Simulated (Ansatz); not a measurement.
# NaWO3: the cost of one run

Computed with Ansatz 0.2.0 (DFT r2SCAN, scalar-relativistic, plane waves, PAW, unless a step's input says otherwise).

### 1 Starting point

It takes space group Pm-3m (No. 221, cubic). The conventional cell has a = 3.876 Å, b = 3.876 Å, c = 3.876 Å, α = 90.00°, β = 90.00°, γ = 90.00°. Na (site symmetry m-3m) is surrounded by 12 O at 2.74 Å. W (site symmetry m-3m) is surrounded by 6 O at 1.94 Å. Around O (site symmetry 4/mmm) lie 2 W at 1.94 Å and 4 Na at 2.74 Å.

Coordinates:

```xyz
5
Lattice="3.8765 0.0000 0.0000 0.0000 3.8765 0.0000 0.0000 0.0000 3.8765" Properties=species:S:1:pos:R:3 pbc="T T T"
Na    0.0000    0.0000    0.0000
W     1.9382    1.9382    1.9382
O     1.9382    1.9382    0.0000
O     0.0000    1.9382    1.9382
O     1.9382    0.0000    1.9382
```

This cell was relaxed beforehand with the same method: volume 11.65 Å³/atom, gap on the mesh none (metal).

### 2 The cell scaled to 0.97 of its volume

input.yaml reads:

```yaml
crystal:
  lattice:
    - [3.8372996918, 0.0, 0.0]
    - [0.0, 3.8372996918, 0.0]
    - [0.0, 0.0, 3.8372996918]
  atoms:
    - { symbol: Na, position: [0.0, 0.0, 0.0] }
    - { symbol: W, position: [0.5, 0.5, 0.5] }
    - { symbol: O, position: [0.5, 0.5, 0.0] }
    - { symbol: O, position: [0.0, 0.5, 0.5] }
    - { symbol: O, position: [0.5, 0.0, 0.5] }
basis:
  ecutwfc: 500
kpoints:
  mp_grid: { grid: [10, 10, 10] }
hamiltonian:
  xc: r2scan
scf:
  occupations: { method: gaussian, width: 0.1 }
output:
  forces: true
  stress: true
  eigenvalues: true
```

Started as:

```console
> ansatz run input.yaml --threads 1 --pin off --max-ram 2560MiB --backend cpu --events-out ev --progress --plain --runs-dir out
```

What time and memory should one allow on 1 thread of Arm Neoverse V1, shared host?

About 11 s, with a peak of 0.48 GiB.
